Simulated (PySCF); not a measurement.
# C12H10Te: NMR shieldings

Aim: compute the NMR shieldings of C12H10Te (`c1ccc([Te]c2ccccc2)cc1`).

Computed with PySCF 2.14.0 and routines of our own; the level stands in each step. Atoms count from 0.

## 1. The system as given

23 atoms, charge 0, multiplicity 1; geometry from: GFN2-xTB.

## 2. NMR shieldings: PBE/pcSseg-1 Te:us-x2c-TZVPall-2c (PBE), spin–orbit

The job: settings as JSON, then the geometry in Å.

```
{"job": {"kind": "hnmr", "xc": "PBE", "basis": {"default": "pcSseg-1", "Te": "us-x2c-TZVPall-2c"}, "rel": "so"}, "charge": 0, "multiplicity": 1}
C     -3.623044     0.500918    -0.772244
C     -2.316937     0.931220    -0.928271
C     -1.279551     0.250096    -0.316780
C     -1.541416    -0.869567     0.455437
Te     0.005965    -1.973087     1.417795
C      1.579076    -0.708445     0.701240
C      1.945171     0.419883     1.416874
C      2.946575     1.250423     0.944564
C      3.592165     0.951503    -0.243110
C      3.233474    -0.179737    -0.956191
C      2.229244    -1.007503    -0.484641
C     -2.851492    -1.298824     0.612463
C     -3.886850    -0.616926     0.001806
H     -4.431916     1.032916    -1.250685
H     -2.099998     1.803072    -1.528906
H     -0.263174     0.595158    -0.442393
H      1.441645     0.653433     2.344636
H      3.223116     2.131917     1.504865
H      4.374114     1.599181    -0.611741
H      3.735922    -0.418624    -1.882569
H      1.947001    -1.888193    -1.044561
H     -3.060524    -2.171706     1.215154
H     -4.903319    -0.960122     0.130275
```

Method: PBE/pcSseg-1 Te:us-x2c-TZVPall-2c GIAO NMR shielding, X2C with spin-orbit coupling, screened-nuclear two-electron part, Gaussian nuclei, gas phase.

The run is started by

```bash
$ OMP_NUM_THREADS=1 python heavy_run.py task.json out
```

The driver reads the jobs from task.json and runs them one after another.

Log:

```text
spin-free SCF
coarse grid: 94912 points
cycle   1  E = -7256.0206041816  dE =  1.589e+00  |g| = 7.036e-01  |ddm| = 1.585e+01
cycle   2  E = -7255.8017429014  dE =  2.189e-01  |g| = 1.114e+00  |ddm| = 2.017e+00
cycle   3  E = -7256.1441007665  dE = -3.424e-01  |g| = 1.993e-01  |ddm| = 1.505e+00
cycle   4  E = -7256.1516659890  dE = -7.565e-03  |g| = 1.020e-01  |ddm| = 3.550e-01
cycle   5  E = -7256.1531549986  dE = -1.489e-03  |g| = 5.552e-02  |ddm| = 1.421e-01
cycle   6  E = -7256.1540292283  dE = -8.742e-04  |g| = 1.305e-02  |ddm| = 8.021e-02
cycle   7  E = -7256.1540586061  dE = -2.938e-05  |g| = 6.689e-03  |ddm| = 1.732e-02
cycle   8  E = -7256.1540705552  dE = -1.195e-05  |g| = 1.146e-03  |ddm| = 7.268e-03
cycle   9  E = -7256.1540708464  dE = -2.913e-07  |g| = 5.958e-04  |ddm| = 1.846e-03
final grid: 202264 points
cycle  10  E = -7256.1516233262  dE = -1.179e-06  |g| = 2.445e-03  |ddm| = 6.496e-03
cycle  11  E = -7256.1516207611  dE =  2.565e-06  |g| = 3.282e-03  |ddm| = 4.661e-03
cycle  12  E = -7256.1516232323  dE = -2.471e-06  |g| = 1.432e-03  |ddm| = 4.783e-03
cycle  13  E = -7256.1516237569  dE = -5.245e-07  |g| = 5.499e-04  |ddm| = 1.775e-03
cycle  14  E = -7256.1516238367  dE = -7.982e-08  |g| = 6.171e-05  |ddm| = 5.432e-04
cycle  15  E = -7256.1516238376  dE = -9.168e-10  |g| = 1.843e-05  |ddm| = 8.226e-05
converged SCF energy = -7256.1516238376
two-component SCF
cycle   1  E = -7255.3225626621  dE = -7.255e+03  |FDS-SDF| = 5.324e+01
cycle   2  E = -7257.2302902587  dE = -1.908e+00  |FDS-SDF| = 8.306e-02
cycle   3  E = -7257.2302918848  dE = -1.626e-06  |FDS-SDF| = 1.474e-02
cycle   4  E = -7257.2302730102  dE =  1.887e-05  |FDS-SDF| = 1.240e-02
cycle   5  E = -7257.2302883177  dE = -1.531e-05  |FDS-SDF| = 6.899e-03
cycle   6  E = -7257.2303013987  dE = -1.308e-05  |FDS-SDF| = 1.242e-03
cycle   7  E = -7257.2303017131  dE = -3.144e-07  |FDS-SDF| = 3.429e-04
cycle   8  E = -7257.2303017444  dE = -3.137e-08  |FDS-SDF| = 7.426e-05
cycle   9  E = -7257.2303017458  dE = -1.388e-09  |FDS-SDF| = 2.835e-05
converged, E = -7257.2303017458

Field gradients (au) and densities at the nuclei (bohr^-3)
atom        Vxx        Vyy        Vzz        centre      nuclear mean
  0 C     -0.1115    -0.1706     0.2820        114.530        114.529
  1 C     -0.1194    -0.1835     0.3029        114.542        114.542
  2 C     -0.1212    -0.1507     0.2720        114.536        114.536
  3 C      0.0707     0.2048    -0.2755        114.577        114.576
  4 Te     2.6789     7.1215    -9.8004     208576.752     206804.256
  5 C      0.0690     0.1978    -0.2668        114.575        114.575
  6 C     -0.1447    -0.1719     0.3166        114.567        114.567
  7 C     -0.1256    -0.1802     0.3057        114.545        114.544
  8 C     -0.1327    -0.1898     0.3226        114.543        114.543
  9 C     -0.1256    -0.1800     0.3056        114.544        114.544
 10 C     -0.1449    -0.1720     0.3170        114.566        114.566
 11 C     -0.1040    -0.1453     0.2493        114.533        114.533
 12 C     -0.1182    -0.1809     0.2992        114.539        114.539
 13 H     -0.1545    -0.1746     0.3291          0.392          0.392
 14 H     -0.1542    -0.1726     0.3268          0.392          0.392
 15 H     -0.1491    -0.1720     0.3211          0.390          0.390
 16 H     -0.1521    -0.1699     0.3220          0.390          0.390
 17 H     -0.1540    -0.1725     0.3265          0.391          0.391
 18 H     -0.1548    -0.1723     0.3270          0.391          0.391
 19 H     -0.1539    -0.1724     0.3263          0.391          0.391
 20 H     -0.1522    -0.1699     0.3221          0.390          0.390
 21 H     -0.1491    -0.1757     0.3249          0.393          0.393
 22 H     -0.1543    -0.1731     0.3273          0.392          0.392
without picture change
  4 Te                         -10.6626                    436915.336

Core orbital energies (eV)
atom   shell        mean    spread
  4 Te 1s       -31563.397   0.000
  4 Te 2s        -4839.781   0.000
  4 Te 3s         -962.657   0.000
  4 Te 4s         -163.271   0.000
  4 Te 5s          -16.157   0.000
  4 Te 2p1/2     -4533.649   0.000
  4 Te 2p3/2     -4260.843   0.035
  4 Te 3p1/2      -837.068   0.000
  4 Te 3p3/2      -786.079   0.087
  4 Te 4p1/2      -120.168   0.000
  4 Te 4p3/2      -110.465   0.204
  4 Te 3d3/2      -564.666   0.081
  4 Te 3d5/2      -554.169   0.106
  4 Te 4d3/2       -41.692   0.252
  4 Te 4d5/2       -40.235   0.327

vertical triplet (scalar unrestricted SCF): 3.044 eV

Shielding tensors (ppm)
atom      isotropic    diamagn.    paramagn.     s11        s22        s33       span
  0 C        54.94      252.50     -197.56     -48.67      41.57     171.92     220.58
  1 C        50.06      252.12     -202.06     -58.01      42.38     165.81     223.82
  2 C        48.13      254.81     -206.68     -60.21      39.82     164.78     225.00
  3 C        54.55      254.98     -200.44     -54.82      78.71     139.75     194.56
  4 Te     2947.79     4976.41    -2028.63    1499.63    3658.61    3685.12    2185.49
  5 C        64.21      256.47     -192.26     -58.69      19.33     232.00     290.69
  6 C        34.53      249.37     -214.83     -66.94      32.61     137.94     204.89
  7 C        49.07      252.83     -203.77     -58.89      37.79     168.30     227.19
  8 C        49.90      252.59     -202.69     -58.87      32.34     176.22     235.09
  9 C        49.09      252.78     -203.69     -58.78      37.77     168.28     227.06
 10 C        34.76      249.23     -214.47     -66.80      33.17     137.92     204.72
 11 C        48.41      248.64     -200.23     -61.98      48.47     158.76     220.74
 12 C        51.42      252.19     -200.77     -54.93      41.64     167.55     222.47
 13 H        24.54       28.91       -4.36      21.42      25.56      26.66       5.24
 14 H        24.56       32.76       -8.21      20.71      24.34      28.62       7.92
 15 H        25.21       36.75      -11.55      18.13      23.16      34.33      16.20
 16 H        23.24       32.96       -9.72      17.71      21.03      30.98      13.27
 17 H        24.00       29.81       -5.81      21.10      23.96      26.95       5.86
 18 H        23.89       28.56       -4.66      20.94      24.55      26.19       5.25
 19 H        24.00       29.64       -5.64      21.05      24.02      26.93       5.87
 20 H        23.23       32.92       -9.69      17.68      21.13      30.88      13.20
 21 H        24.18       31.66       -7.48      19.13      21.87      31.54      12.41
 22 H        24.36       27.54       -3.18      21.03      25.17      26.90       5.87
```

Wall time 5.2 min (1 thread of Arm Neoverse V1, shared host); peak memory 2 GiB.

In short:

| quantity | value |
| --- | --- |
| energy from spin-orbit coupling | -1.0787 Eh |

The fields below are evaluated on a grid from the run's orbitals.

Frontier orbitals at PBE/us-x2c-TZVPall-2c+pcSseg-1, with the share of their density that lies nearest to each atom:

| orbital | energy (eV) | lies on |
| --- | --- | --- |
| HOMO | -4.80 | Te4 68 % |
| LUMO | -1.81 | Te4 21 %; C5, C8 about 17 % each; C3, C6 about 8 % each |

ELF in a plane through or near 15 of the atoms.

Values, 10 rows by 14 columns:
```
0.00 0.00 0.00 0.00 0.00 0.00 0.00 0.00 0.00 0.00 0.00 0.00 0.00 0.00
0.00 0.00 0.00 0.00 0.00 0.00 0.00 0.00 0.01 0.01 0.00 0.00 0.00 0.00
0.00 0.00 0.00 0.03 0.01 0.00 0.00 0.00 0.99 0.91 0.11 0.84 0.00 0.00
0.00 0.00 0.97 0.97 0.38 0.03 0.02 0.18 0.55 0.51 0.82 0.99 0.05 0.00
0.00 0.00 0.88 0.93 0.59 0.02 0.12 1.00 0.44 0.58 0.27 0.09 0.00 0.00
0.00 0.00 0.12 0.59 0.18 0.37 0.47 0.09 0.88 0.28 0.27 0.99 0.98 0.00
0.00 0.00 0.00 0.03 0.04 0.52 0.85 0.31 0.66 0.53 0.55 0.64 0.65 0.00
0.00 0.00 0.00 0.00 0.04 0.28 0.32 0.35 0.37 0.65 0.99 0.01 0.00 0.00
0.00 0.00 0.00 0.00 0.00 0.01 0.59 0.64 0.56 0.01 0.31 0.00 0.00 0.00
0.00 0.00 0.00 0.00 0.00 0.00 0.09 0.32 0.07 0.00 0.00 0.00 0.00 0.00
```
The map spans 15.2 Å across and 10.2 Å up, centred on the molecule. Atoms in the plane (x, y in Å): C0 (3.6, 1.1), C1 (2.2, 1.5), C2 (1.3, 0.5), C3 (1.6, -0.8), Te4 (0.2, -2.4), C5 (-1.5, -1.1), C8 (-3.7, 0.6), C11 (3.0, -1.2), C12 (3.9, -0.2), H13 (4.3, 1.9), H14 (1.9, 2.5), H15 (0.2, 0.8), H18 (-4.5, 1.3), H21 (3.3, -2.2), H22 (5.0, -0.5).

log10 of the density (e/Å³) in the same plane.

Values, 10 rows by 14 columns:
```
-4.0 -4.0 -4.0 -4.0 -4.0 -4.0 -4.0 -4.0 -4.0 -4.0 -4.0 -4.0 -4.0 -4.0
-4.0 -4.0 -4.0 -4.0 -4.0 -4.0 -4.0 -3.9 -2.8 -2.8 -3.6 -3.8 -4.0 -4.0
-4.0 -4.0 -3.0 -2.5 -2.7 -3.6 -3.9 -2.8 -0.9 -0.8 -1.6 -1.7 -3.1 -4.0
-4.0 -3.4 -1.4 -0.6 -1.2 -2.2 -2.4 -1.5 -0.4  0.2  0.0 -0.5 -2.4 -4.0
-4.0 -3.2 -1.1  0.2  0.0 -1.5 -1.4  0.3  0.4  0.0  0.9 -1.0 -2.3 -4.0
-4.0 -3.7 -1.9 -0.7 -0.5 -0.3 -0.7 -0.9  0.3 -0.4  0.7  0.2 -1.2 -3.4
-4.0 -4.0 -2.9 -2.0 -1.3  0.1 -0.1 -0.4  0.1  0.3 -0.1 -1.0 -1.9 -3.7
-4.0 -4.0 -4.0 -3.6 -2.1 -1.2 -0.2  2.0 -0.6 -0.8 -0.6 -2.5 -3.6 -4.0
-4.0 -4.0 -4.0 -4.0 -3.5 -2.3 -0.9 -0.4 -1.1 -2.2 -2.2 -3.4 -4.0 -4.0
-4.0 -4.0 -4.0 -4.0 -4.0 -3.3 -2.2 -1.8 -2.3 -3.4 -3.9 -4.0 -4.0 -4.0
```
The map spans 15.2 Å across and 10.2 Å up, centred on the molecule. Atoms in the plane (x, y in Å): C0 (3.6, 1.1), C1 (2.2, 1.5), C2 (1.3, 0.5), C3 (1.6, -0.8), Te4 (0.2, -2.4), C5 (-1.5, -1.1), C8 (-3.7, 0.6), C11 (3.0, -1.2), C12 (3.9, -0.2), H13 (4.3, 1.9), H14 (1.9, 2.5), H15 (0.2, 0.8), H18 (-4.5, 1.3), H21 (3.3, -2.2), H22 (5.0, -0.5).

On the surface of density 0.002 e/bohr³ the electrostatic potential runs, from the 1st to the 99th percentile, from -0.70 V near Te4 to 0.92 V near H18.

## 3. NMR shieldings: KT2/pcSseg-1 Te:us-x2c-TZVPall-2c (KT2), spin–orbit

Settings changed since step 2:

```diff
@@ -1,2 +1,2 @@
-{"job": {"kind": "hnmr", "xc": "PBE", "basis": {"default": "pcSseg-1", "Te": "us-x2c-TZVPall-2c"}, "rel": "so"}, "charge": 0, "multiplicity": 1}
+{"job": {"kind": "hnmr", "xc": "KT2", "basis": {"default": "pcSseg-1", "Te": "us-x2c-TZVPall-2c"}, "rel": "so"}, "charge": 0, "multiplicity": 1}
 C     -3.623044     0.500918    -0.772244
```

Method: KT2/pcSseg-1 Te:us-x2c-TZVPall-2c GIAO NMR shielding, X2C with spin-orbit coupling, screened-nuclear two-electron part, Gaussian nuclei, gas phase.

Log:

```text
spin-free SCF
coarse grid: 94912 points
cycle   1  E = -7284.2121715373  dE =  1.721e+00  |g| = 9.977e-01  |ddm| = 1.585e+01
cycle   2  E = -7284.0631962591  dE =  1.490e-01  |g| = 1.020e+00  |ddm| = 1.984e+00
cycle   3  E = -7284.2906350506  dE = -2.274e-01  |g| = 4.032e-01  |ddm| = 1.716e+00
cycle   4  E = -7284.3284100928  dE = -3.778e-02  |g| = 1.810e-01  |ddm| = 7.095e-01
cycle   5  E = -7284.3331981298  dE = -4.788e-03  |g| = 8.398e-02  |ddm| = 2.446e-01
cycle   6  E = -7284.3351313822  dE = -1.933e-03  |g| = 1.819e-02  |ddm| = 1.139e-01
cycle   7  E = -7284.3352050179  dE = -7.364e-05  |g| = 8.331e-03  |ddm| = 2.949e-02
cycle   8  E = -7284.3352233219  dE = -1.830e-05  |g| = 2.130e-03  |ddm| = 1.044e-02
cycle   9  E = -7284.3352243691  dE = -1.047e-06  |g| = 1.024e-03  |ddm| = 3.089e-03
final grid: 202264 points
cycle  10  E = -7284.3347254658  dE = -4.947e-05  |g| = 1.734e-01  |ddm| = 6.536e-03
cycle  11  E = -7284.3347185687  dE =  6.897e-06  |g| = 6.587e-03  |ddm| = 8.219e-03
cycle  12  E = -7284.3346719618  dE =  4.661e-05  |g| = 1.363e-02  |ddm| = 2.062e-02
cycle  13  E = -7284.3347266213  dE = -5.466e-05  |g| = 1.109e-03  |ddm| = 1.515e-02
cycle  14  E = -7284.3347269486  dE = -3.274e-07  |g| = 1.524e-04  |ddm| = 1.207e-03
cycle  15  E = -7284.3347269551  dE = -6.454e-09  |g| = 2.691e-05  |ddm| = 1.904e-04
converged SCF energy = -7284.3347269551
two-component SCF
cycle   1  E = -7283.5031965347  dE = -7.284e+03  |FDS-SDF| = 5.331e+01
cycle   2  E = -7285.4140538928  dE = -1.911e+00  |FDS-SDF| = 8.547e-02
cycle   3  E = -7285.4140563365  dE = -2.444e-06  |FDS-SDF| = 1.385e-02
cycle   4  E = -7285.4140409012  dE =  1.544e-05  |FDS-SDF| = 1.129e-02
cycle   5  E = -7285.4140533125  dE = -1.241e-05  |FDS-SDF| = 6.299e-03
cycle   6  E = -7285.4140645724  dE = -1.126e-05  |FDS-SDF| = 1.209e-03
cycle   7  E = -7285.4140648745  dE = -3.020e-07  |FDS-SDF| = 3.378e-04
cycle   8  E = -7285.4140649068  dE = -3.231e-08  |FDS-SDF| = 8.274e-05
cycle   9  E = -7285.4140649084  dE = -1.606e-09  |FDS-SDF| = 3.670e-05
converged, E = -7285.4140649084

Field gradients (au) and densities at the nuclei (bohr^-3)
atom        Vxx        Vyy        Vzz        centre      nuclear mean
  0 C     -0.1158    -0.1691     0.2849        115.081        115.081
  1 C     -0.1234    -0.1822     0.3056        115.093        115.093
  2 C     -0.1211    -0.1533     0.2744        115.089        115.089
  3 C      0.0702     0.2068    -0.2770        115.128        115.128
  4 Te     2.6061     6.9298    -9.5359     212756.656     210808.654
  5 C      0.0724     0.1973    -0.2697        115.125        115.125
  6 C     -0.1482    -0.1729     0.3211        115.118        115.118
  7 C     -0.1296    -0.1787     0.3083        115.096        115.096
  8 C     -0.1377    -0.1894     0.3270        115.094        115.094
  9 C     -0.1296    -0.1785     0.3081        115.096        115.096
 10 C     -0.1485    -0.1730     0.3215        115.118        115.118
 11 C     -0.1072    -0.1440     0.2513        115.085        115.085
 12 C     -0.1220    -0.1799     0.3019        115.091        115.091
 13 H     -0.1540    -0.1742     0.3282          0.398          0.398
 14 H     -0.1537    -0.1722     0.3259          0.398          0.398
 15 H     -0.1488    -0.1716     0.3204          0.395          0.395
 16 H     -0.1518    -0.1695     0.3213          0.395          0.395
 17 H     -0.1535    -0.1721     0.3256          0.397          0.397
 18 H     -0.1543    -0.1719     0.3261          0.397          0.397
 19 H     -0.1533    -0.1720     0.3254          0.397          0.397
 20 H     -0.1518    -0.1695     0.3213          0.395          0.395
 21 H     -0.1489    -0.1755     0.3244          0.399          0.399
 22 H     -0.1538    -0.1727     0.3265          0.397          0.397
without picture change
  4 Te                         -10.3792                    445187.122

Core orbital energies (eV)
atom   shell        mean    spread
  4 Te 1s       -31639.926   0.000
  4 Te 2s        -4857.491   0.000
  4 Te 3s         -968.919   0.000
  4 Te 4s         -165.185   0.000
  4 Te 5s          -16.274   0.000
  4 Te 2p1/2     -4547.318   0.000
  4 Te 2p3/2     -4273.863   0.031
  4 Te 3p1/2      -842.097   0.000
  4 Te 3p3/2      -790.842   0.084
  4 Te 4p1/2      -121.666   0.000
  4 Te 4p3/2      -112.017   0.196
  4 Te 3d3/2      -568.981   0.077
  4 Te 3d5/2      -558.429   0.101
  4 Te 4d3/2       -42.656   0.244
  4 Te 4d5/2       -41.195   0.317

Shielding tensors (ppm)
atom      isotropic    diamagn.    paramagn.     s11        s22        s33       span
  0 C        65.86      253.60     -187.74     -31.59      55.35     173.81     205.41
  1 C        61.19      252.74     -191.55     -40.94      56.68     167.82     208.76
  2 C        58.94      255.69     -196.76     -44.00      53.55     167.26     211.26
  3 C        67.52      255.70     -188.18     -38.10      97.20     143.46     181.57
  4 Te     3071.45     4984.17    -1912.72    1648.59    3771.82    3793.95    2145.36
  5 C        76.50      257.39     -180.90     -40.97      38.35     232.12     273.09
  6 C        45.49      250.30     -204.82     -49.61      47.32     138.75     188.37
  7 C        60.24      253.66     -193.41     -41.73      52.35     170.12     211.85
  8 C        61.07      253.66     -192.58     -41.60      46.71     178.11     219.72
  9 C        60.27      253.62     -193.35     -41.62      52.34     170.10     211.72
 10 C        45.68      250.17     -204.49     -49.51      47.82     138.74     188.26
 11 C        58.95      249.74     -190.79     -46.25      62.64     160.45     206.69
 12 C        62.53      253.16     -190.63     -37.97      56.08     169.47     207.44
 13 H        24.75       28.89       -4.14      21.46      26.15      26.64       5.18
 14 H        24.72       32.96       -8.23      20.69      25.07      28.41       7.72
 15 H        25.34       37.23      -11.89      18.08      23.64      34.29      16.21
 16 H        23.44       33.19       -9.75      17.70      21.80      30.82      13.12
 17 H        24.20       29.85       -5.65      21.16      24.61      26.84       5.67
 18 H        24.10       28.55       -4.45      20.99      25.35      25.95       4.95
 19 H        24.20       29.68       -5.48      21.13      24.67      26.81       5.69
 20 H        23.43       33.14       -9.72      17.65      21.90      30.72      13.07
 21 H        24.36       31.80       -7.44      19.13      22.56      31.40      12.28
 22 H        24.56       27.47       -2.92      21.05      25.85      26.77       5.71
```

It took 4 min on 1 thread of Arm Neoverse V1, shared host; peak memory 2 GiB.

From this job:

| quantity | value |
| --- | --- |
| energy from spin-orbit coupling | -1.0793 Eh |

(Part 1 of 2 ends here.)
